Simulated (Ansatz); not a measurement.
# TiSi2: the cost of one run

Program: Ansatz 0.2.0. Level of theory: DFT PBEsol, scalar-relativistic. These are calculated values, not measurements.

**1. Starting point**

The structure is orthorhombic, space group Fddd (No. 70). The conventional cell has a = 4.773 Å, b = 8.236 Å, c = 8.523 Å, α = 90.00°, β = 90.00°, γ = 90.00°. Around Ti (site symmetry 222) lie 10 Si at 2.54 to 2.75 Å. Si (site symmetry 2) is surrounded by 5 Ti at 2.54 to 2.75 Å and 5 Si at 2.54 to 2.75 Å.

Coordinates:

```xyz
6
Lattice="0.0000 4.1180 4.2615 2.3865 0.0000 4.2615 2.3865 4.1180 0.0000" Properties=species:S:1:pos:R:3 pbc="T T T"
Ti    3.5798    6.1770    6.3922
Ti    2.3865    4.1180    4.2615
Si    1.1933    0.6836    2.1307
Si    1.1933    3.4344    2.1307
Si    2.3865    1.3754    4.2615
Si    2.3865    6.8606    4.2615
```

Atoms are numbered in the order of the input: Ti1, Ti2, Si3, Si4, Si5, Si6.

**2. Volume × 0.94, LAPW**

The input, input.yaml:

```yaml
crystal:
  lattice:
    - [0.0, 4.0339355957, 4.1745062023]
    - [2.3377822484, 0.0, 4.1745062023]
    - [2.3377822484, 4.0339355957, 0.0]
  atoms:
    - { symbol: Ti, position: [0.75, 0.75, 0.75] }
    - { symbol: Ti, position: [0.5, 0.5, 0.5] }
    - { symbol: Si, position: [0.083, 0.417, 0.083] }
    - { symbol: Si, position: [0.417, 0.083, 0.417] }
    - { symbol: Si, position: [0.167, 0.833, 0.167] }
    - { symbol: Si, position: [0.833, 0.167, 0.833] }
kpoints:
  mp_grid: { grid: [8, 8, 8] }
  band_path:
    path:
      - [0.0, 0.0, 0.0]
      - [0.5, 0.0, 0.5]
      - [1.0, 0.5, 0.5]
      - [0.5, 0.5, 0.0]
      - [0.0, 0.0, 0.0]
      - [0.0, 0.4123673781, 0.4123673781]
      - [1.0, 0.5876326219, 0.5876326219]
      - [1.0, 0.5, 0.5]
      - [0.5, 0.0, 0.5]
    npoints: 5
scf:
  occupations: { method: fermi_dirac, width: 0.08 }
hamiltonian:
  xc: pbesol
  pseudopotentials: { kind: all_electron, lapw: { basis_error: 0.0005 } }
output:
  forces: true
  stress: true
  eigenvalues: true
```

Started as:

```
$ ansatz run input.yaml --threads 2 --pin off --max-ram 8192MiB --backend cpu --events-out ev --progress --plain --runs-dir out
```

**Question.** How long does this run take on 2 threads of Arm Neoverse V2, shared host, and how much memory does it need?

About 44 s, with a peak of 0.92 GiB.
